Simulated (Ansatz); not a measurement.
Crystal: NiMoIrPdW.

```
Ni Mo Pd Ir W
1.0
     4.14670    0.00000    0.00000
    -2.07335    3.59115    0.00000
     0.00000    0.00000    5.41629
Ni Mo Pd Ir W
1 1 1 1 1
Direct
  0.00000 0.00000 0.02221
  0.66667 0.33333 0.45996
  0.33333 0.66667 0.74601
  0.33333 0.66667 0.25641
  0.66667 0.33333 0.99985
```

The cell was built by a generator and needn't be a form met in nature.

Base run:

* Program: Ansatz 0.2.0
* Functional: BLYP
* Potentials or basis: Ansatz PAW
* Cutoff: 420 eV (not typed: the program's choice for these potentials)
* k mesh: 7 × 7 × 5
* Occupations: fermi-dirac, width 0.05 eV
* Spin: collinear spin, ferromagnetic start
* Starting moments: [1.0, 1.0, 0.0, 0.6, 0.0] μB

Its results: band gap on the k mesh none (metal or under the smearing width); pressure 9.6 GPa; net moment 0.00 μB per cell; largest force 0.276 eV/Å.

The run is repeated on the same cell with these changes: functional from BLYP to HSE03; k mesh from 7 × 7 × 5 to 3 × 3 × 2. What comes out?

Band gap on the k mesh none (metal or under the smearing width); pressure -6.3 GPa; net moment 0.00 μB per cell; largest force 1.557 eV/Å.

Several settings changed at once, so the effect can't be laid on one alone.

Caveats: some runs use coarse meshes; the PAW data sets come from PBE, with cores solved anew for the run's functional, which leaves a small shift of forces and pressure; the starting moments weren't kept; spin-orbit coupling is left out, which moves the levels of the heavy elements (some runs); the magnetic or orbital state may not be the lowest (some runs); forces of over 1 eV/Å show positions far from the minimum, so gaps and moduli don't describe the material at rest (some runs); the thresholds are loose for stress (some runs).
